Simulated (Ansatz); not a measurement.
# LaYN2: the cost of one run

Method: DFT PBE, scalar-relativistic, plane waves, PAW, in Ansatz 0.2.0.

## 1. The system as given

The structure is tetragonal, space group P4/nmm (No. 129). Conventional cell: a = 3.843 Å, b = 3.843 Å, c = 8.256 Å, α = 90.00°, β = 90.00°, γ = 90.00°. La (site symmetry 4mm) is surrounded by 5 N at 2.54 to 2.72 Å. Y (site symmetry -4m2) has 4 N at 2.29 Å as nearest neighbours. Around N (site symmetry 4mm) lie 1 N at 1.63 Å and 4 Y at 2.29 Å. N (site symmetry 4mm) is surrounded by 1 N at 1.63 Å.

As a file:

```
CELL_PARAMETERS angstrom
3.84282 0.00000 0.00000
0.00000 3.84282 0.00000
0.00000 0.00000 8.25566
ATOMIC_POSITIONS crystal
La 0.50000 0.00000 0.65433
La 0.00000 0.50000 0.34567
Y 0.50000 0.50000 0.00000
Y 0.00000 0.00000 0.00000
N 0.00000 0.50000 0.85013
N 0.50000 0.00000 0.34670
N 0.50000 0.00000 0.14987
N 0.00000 0.50000 0.65330
```

Recipe of the guess: species swapped into a database cell of ScCoC2 (P4/nmm, No. 129), with La on the Sc sites, Y on the Co sites and N on the C sites. The dimensions are guesses.

## 2. A first look at the guess

File input.yaml:

```yaml
crystal:
  lattice:
    - [3.84281617, 0.0, 0.0]
    - [0.0, 3.84281617, 0.0]
    - [0.0, 0.0, 8.25566023]
  atoms:
    - { symbol: La, position: [0.5, 0.0, 0.65433091] }
    - { symbol: La, position: [0.0, 0.5, 0.34566909] }
    - { symbol: "Y", position: [0.5, 0.5, 0.0] }
    - { symbol: "Y", position: [0.0, 0.0, 0.0] }
    - { symbol: "N", position: [0.0, 0.5, 0.85013187] }
    - { symbol: "N", position: [0.5, 0.0, 0.34670389] }
    - { symbol: "N", position: [0.5, 0.0, 0.14986813] }
    - { symbol: "N", position: [0.0, 0.5, 0.65329611] }
basis:
  ecutwfc: 420
kpoints:
  mp_grid: { grid: [4, 4, 2] }
hamiltonian:
  xc: pbe
scf:
  occupations: { method: gaussian, width: 0.1 }
  lower_state_search: "off"
output:
  forces: true
  stress: true
  eigenvalues: true
```

Command:

```console
ansatz run input.yaml --threads 1 --pin off --max-ram 2560MiB --backend cpu --events-out ev --progress --plain --runs-dir out
```

What time and memory should one allow on 1 thread of AMD EPYC 9R45 (Zen 5), shared host?

About 1.9 s, with a peak of 0.44 GiB.
